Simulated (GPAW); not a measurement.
Al4Co5, a slab with vacuum:

```
CELL_PARAMETERS angstrom
2.81940 0.00000 0.00000
0.00000 2.81940 0.00000
0.00000 0.00000 26.27761
ATOMIC_POSITIONS crystal
Co 0.50000 0.50000 0.28541
Al 0.00000 0.00000 0.33906
Co 0.50000 0.50000 0.39271
Al 0.00000 0.00000 0.44635
Co 0.50000 0.50000 0.50000
Al 0.00000 0.00000 0.55365
Co 0.50000 0.50000 0.60729
Al 0.00000 0.00000 0.66094
Co 0.50000 0.50000 0.71459
```

The cell isn't the ideal one: the (1 0 0) slab of AlCo, cut from the database cell, not relaxed.

Base run:

- Program: GPAW 26.7.0
- Functional: RPBE
- Potentials or basis: the program's PAW data sets (release 1.2.1) made for this functional
- Cutoff: 450 eV
- Basis: pw
- k mesh: 9 × 9 × 1
- Occupations: fermi-dirac, width 0.05 eV
- Spin: collinear spin, ferromagnetic start
- Starting moments: [2.0, 0.0, 2.0, 0.0, 2.0, 0.0, 2.0, 0.0, 2.0] μB

Its results: band gap on the k mesh none (metal or under the smearing width); net moment 2.99 μB per cell; site moments Co +1.37, +0.06, +0.09; Al -0.03, -0.01 μB; largest force 0.800 eV/Å.

After a change of settings the same cell gave: band gap on the k mesh none (metal or under the smearing width); net moment 2.58 μB per cell; site moments Co +1.15, +0.08, +0.09; Al -0.02, -0.00 μB; largest force 0.544 eV/Å. Which change was it?
A. functional from RPBE to PBEsol; potentials or basis from the program's PAW data sets (release 1.2.1) made for this functional to PAW data sets generated in the run's folder for this functional
B. functional from RPBE to BEEF-vdW; potentials or basis from the program's PAW data sets (release 1.2.1) made for this functional to GPAW PAW data sets (gpaw-data 1.2.1)
C. functional from RPBE to LDA

C.

Runs at the PBE level aren't shown here.
